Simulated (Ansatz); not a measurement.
# GeSO: the cost of one run

Program: Ansatz 0.2.0. PAW datasets, plane waves. The cell comes from a prototype generator: it can be a known phase or a hypothetical one. Spin polarisation is off.

## (1) The structure to begin with

The cell was relaxed beforehand with r2SCAN.

In-plane lattice: a = 3.158 Å, b = 3.158 Å, γ = 120.0°; thickness between the outer nuclei 2.32 Å. Ge has 3 O at 2.04 Å and 3 S at 2.31 Å; O has 3 Ge at 2.04 Å; S has 3 Ge at 2.31 Å.

As a file:

```
Ge O S
1.0
     3.15814    0.00000    0.00000
    -1.57907    2.73503    0.00000
     0.00000    0.00000   28.65269
Ge O S
1 1 1
Direct
  0.00000 0.00000 0.32002
  0.33333 0.66667 0.35167
  0.66667 0.33333 0.27063
```
Two periodic directions, a and b.

## (2) PBE bands along the symmetry lines

The input, input.yaml:

```yaml
crystal:
  lattice:
    - [3.158135464, 0.0, 0.0]
    - [-1.579067732, 2.7350255404, 0.0]
    - [0.0, 0.0, 28.6526853976]
  atoms:
    - { symbol: Ge, position: [0.0, 0.0, 0.3200238476] }
    - { symbol: O, position: [0.3333333333, 0.6666666667, 0.3516694159] }
    - { symbol: S, position: [0.6666666667, 0.3333333333, 0.2706267887] }
  periodic: [true, true, false]
kpoints:
  mp_grid: { grid: [12, 12, 1] }
  band_path:
    path:
      - [0, 0, 0]
      - [0.5, 0, 0]
      - [0.3333333333333, 0.3333333333333, 0]
      - [0, 0, 0]
    npoints: 10
hamiltonian:
  xc: pbe
scf:
  occupations: { method: fermi_dirac, width: 0.02 }
  n_extra_bands: 4
output:
  forces: true
  stress: true
  eigenvalues: true
  write_density: true
  write_potential: true
  elf: true
  volumetric_format: npy
```

Command:

```console
ansatz run input.yaml --threads 4 --pin off --max-ram 5529MiB --backend cpu --events-out ev --progress --plain --runs-dir out
```

What time and memory should one allow on 4 threads of Arm Neoverse V2, shared host?

About 4.5 s, with a peak of 0.52 GiB.
